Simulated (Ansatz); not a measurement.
Runs of Ansatz 0.2.0 on NbTe. Symmetry: P-6m2, No. 187, hexagonal system. The conventional cell has a = 3.703 Å, b = 3.703 Å, c = 3.694 Å, α = 90.00°, β = 90.00°, γ = 120.00°. Around Te (site symmetry -6m2) lie 6 Nb at 2.83 Å. Around Nb (site symmetry -6m2) lie 6 Te at 2.83 Å. The cell comes from a database or a generator and needn't be the stable form of this composition.

```csv
task,level,k mesh,points for each segment of the path,mesh quality,gap on the mesh (eV),pressure (GPa),V0 of scaled cells (Å³/atom),B0 (GPa)
band structure,HSE06,6 × 6 × 6,4,not flagged,none,(b),-,-
equation of state,PBE0,6 × 6 × 4,-,coarse,-,-,21.06,142
single point,PBE0,6 × 6 × 6,-,not flagged,none,(a),-,-
equation of state,HSE06,6 × 6 × 4,-,coarse,-,-,21.09,140
```

Alike in all rows: potentials or basis Ansatz PAW; no spin polarisation; cell as given; cutoff (eV) 420; smearing fermi-dirac 0.05 eV.

**Question.** Fill in the values left out.

**Answer.** (a) -5.2; (b) -4.9.

Caveats: some runs use coarse meshes; the PAW data sets come from PBE, with cores solved anew for the run's functional, which leaves a small shift of forces and pressure (some runs); the thresholds are loose for stress (some runs); the cell was scaled at fixed shape and fractional positions, which overstates the stiffness of a crystal with free parameters, most of all of layers and chains (some runs); the PAW data sets were made with another functional, which shifts forces and pressure a little (some runs); spin-orbit coupling is left out, which moves the levels of the heavy elements (some runs).

A k mesh can miss the band edges, and the runs leave out spin-orbit coupling on Nb, Te.

A gap of «none» marks a metal or a gap under the smearing width.
